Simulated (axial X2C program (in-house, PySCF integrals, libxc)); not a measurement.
# IGdI: Ω levels from open-shell CI on f7 s1

Which Ω levels does IGdI have in the configuration f7 s1, and how far apart?

Computed with an in-house X2C program for linear molecules on PySCF integrals. Level: two-component X2C, average-of-configuration Hartree–Fock and CI in the open shells.

All values are calculated.

## Step 1: Input

task.json reads:

```json
{
 "zs": [
  53,
  64,
  53
 ],
 "q": 0,
 "bas": [
  "dyall-v3z",
  "dyall-v3z",
  "dyall-v3z"
 ],
 "r0": 3.02,
 "metal": 1,
 "shells": [
  [
   3,
   [
    0,
    1,
    2,
    3
   ],
   7
  ],
  [
   0,
   [
    0
   ],
   1
  ]
 ],
 "fix": 0,
 "emax": 2.2,
 "nroots": 4
}
```

Keys: zs atomic numbers; q charge; bas basis sets; r0 starting distance in Å; metal index of the metal atom; shells open shells as [l, |m| values, electrons]; fix electron count of the first shell held; emax energy window in eV; nroots roots for each Ω.

Run with:

```console
python soci.py task.json out
```

Two-component X2C with atomic mean-field Coulomb and Gaunt terms, basis I dyall-v3z, Gd dyall-v3z (cores contracted in-house). Orbitals come from Hartree–Fock averaged over the configuration Gd f7 s1; CI then distributes these electrons over the f, s shells of Gd.

## Step 2: CI at I–Gd–I held linear, both bonds 2.929 Å

**Question.** What will these runs give? Wanted: lowest level of the model; next level; lowest curve, Re and ωe.

As calculated:

| quantity | value |
| --- | --- |
| lowest level of the model | Ω = 0, g∥ = 0.00, 100% f7 s1 |
| next level | Ω = 1, 0 cm⁻¹ higher |
| lowest curve, Re and ωe | 2.938 Å, 130.2 cm⁻¹ |

What this shows: From 2.929 to 2.826 Å the gap from the lowest to the fifth level goes from 4 to 1 cm⁻¹. Without dynamic correlation distances can be off by several hundredths of an Å, and the wavenumbers are rough. There is no dynamic correlation: spin–orbit spacings and, for f shells, spacings inside one term are the most reliable numbers, splittings between terms come out too wide, and energies between configurations are not reliable, so the lowest level need not be the ground state of the molecule. At most 4 roots were kept for each Ω > 0 (twice that for Ω = 0) within 2.2 eV of the lowest, so higher up levels can be missing between those listed; levels with Ω > 0 are doubly degenerate and listed once, Ω = 0 levels singly. The molecule was held linear; bending was not examined.
